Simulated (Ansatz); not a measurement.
# FH₃OZn (built from SMILES [H][H].[OH][Zn][F]): a barrier at many levels of theory

How high is the barrier of this step (Zn1–H5 formed, F2–H4 formed, Zn1–F2 broken, H4–H5 broken), and how far do cheaper methods land from CCSD(T)?

Method: single points in def2-TZVPP on PBE0-D4/def2-TZVP structures; program: Ansatz 0.2.0, Gaussian basis.

Levels: SPW92, PBE-D4, BLYP-D4, r2SCAN-D4, B97M-V, PBE0-D4, B3LYP-D4, r2SCAN0-D4, BHLYP-D4, CAM-B3LYP-D4, wB97X-V, wB97M-V, B2PLYP, PBE-QIDH, RPA on PBE, Hartree-Fock, MP2, CCSD, CCSD(T). The reference is CCSD(T) at the basis limit, from triple and quadruple zeta. Zero-point energies come from PBE0-D4 vibrations.

Cores are frozen in the correlated methods. The 3s and 3p shells of Cu and Zn are frozen; filled d shells are correlated. B3LYP uses VWN-RPA correlation. B2PLYP carries no dispersion term here.

23 further runs of the same task are left out: 23 set aside as unsound or not needed.

### Step 1. The three structures

Charge 0, multiplicity 1. The folders r, ts and p hold the start, the saddle and the end; their coordinates stand in the first inputs.

| pair | r (Å) | ts (Å) | p (Å) |
| --- | --- | --- | --- |
| Zn1–H5 | 2.467 | 1.758 | 1.531 |
| F2–H4 | 2.861 | 1.246 | 0.930 |
| Zn1–F2 | 1.745 | 1.992 | 2.731 |
| H4–H5 | 0.752 | 0.977 | 1.939 |

### Step 2. wB97M-V/def2-TZVPP

File r/in.yaml:

```yaml
crystal:
  periodic: [false, false, false]
  atoms:
    - {symbol: Zn, position_ang: [-0.432758, -0.656758, -0.034250]}
    - {symbol: F, position_ang: [-0.689020, -1.469280, -1.556881]}
    - {symbol: O, position_ang: [-0.159942, 0.182214, 1.494500]}
    - {symbol: H, position_ang: [0.881598, 0.918199, -1.419234]}
    - {symbol: H, position_ang: [0.971750, 1.242463, -0.747130]}
    - {symbol: H, position_ang: [-0.571527, -0.216838, 2.262994]}
basis:
  gaussian: {orbitals: def2-TZVPP}
hamiltonian: {xc: {name: wB97M-V}}
```

File ts/in.yaml:

```yaml
crystal:
  periodic: [false, false, false]
  atoms:
    - {symbol: Zn, position_ang: [0.049749, 0.120878, 0.164898]}
    - {symbol: F, position_ang: [-0.249360, -0.814891, -1.567486]}
    - {symbol: O, position_ang: [-0.283827, 0.114068, 1.909805]}
    - {symbol: H, position_ang: [0.444045, 0.219992, -1.574821]}
    - {symbol: H, position_ang: [0.868824, 0.979987, -1.132341]}
    - {symbol: H, position_ang: [-0.829331, -0.620035, 2.199943]}
basis:
  gaussian: {orbitals: def2-TZVPP}
hamiltonian: {xc: {name: wB97M-V}}
```

File p/in.yaml:

```yaml
crystal:
  periodic: [false, false, false]
  atoms:
    - {symbol: Zn, position_ang: [0.324429, 0.605467, 0.431263]}
    - {symbol: F, position_ang: [-0.326295, -0.966334, -1.705042]}
    - {symbol: O, position_ang: [-0.314695, 0.093049, 2.002836]}
    - {symbol: H, position_ang: [0.204702, -0.228541, -1.900504]}
    - {symbol: H, position_ang: [0.959565, 1.200031, -0.828289]}
    - {symbol: H, position_ang: [-0.847606, -0.703671, 1.999734]}
basis:
  gaussian: {orbitals: def2-TZVPP}
hamiltonian: {xc: {name: wB97M-V}}
```

The command line of these runs was not kept.

Further steps of the session: CCSD(T)/def2-TZVPP; MP2/def2-QZVPP; Vibrations of the start structure; Vibrations of the end structure.

**Question.** What will these runs give? Wanted: barrier, CCSD(T)/CBS; reverse barrier, CCSD(T)/CBS; step energy, CCSD(T)/CBS; barrier with zero-point energy; step energy with zero-point energy; imaginary mode at the saddle; largest T1 diagnostic.

As calculated:

| quantity | value |
| --- | --- |
| barrier, CCSD(T)/CBS | 25.5 kcal/mol |
| reverse barrier, CCSD(T)/CBS | 16.6 kcal/mol |
| step energy, CCSD(T)/CBS | +8.9 kcal/mol |
| barrier with zero-point energy | 25.8 kcal/mol |
| step energy with zero-point energy | +10.8 kcal/mol |
| imaginary mode at the saddle | 974i cm⁻¹ |
| largest T1 diagnostic | 0.017 |

BHLYP-D4 is the best functional here (+0.2 kcal/mol from CCSD(T)/CBS); SPW92 is the worst (-12.4 kcal/mol). By rung, the mean size of the error is: LDA 12.4, GGA 3.9, meta-GGA 3.0, hybrid 2.2, range-separated hybrid 1.7, double hybrid 1.7 kcal/mol. PBE-D4 gives a barrier 5.7 kcal/mol too low, outside chemical accuracy (1 kcal/mol). Every functional without exact exchange puts the forward barrier too low. The barrier rises with the share of exact exchange, from BLYP-D4 through B3LYP-D4 to BHLYP-D4 (-2.1, -1.5, +0.2 kcal/mol). Hartree-Fock, with no correlation, is off by +6.3 kcal/mol. Zero-point motion raises the barrier by 0.3 kcal/mol.
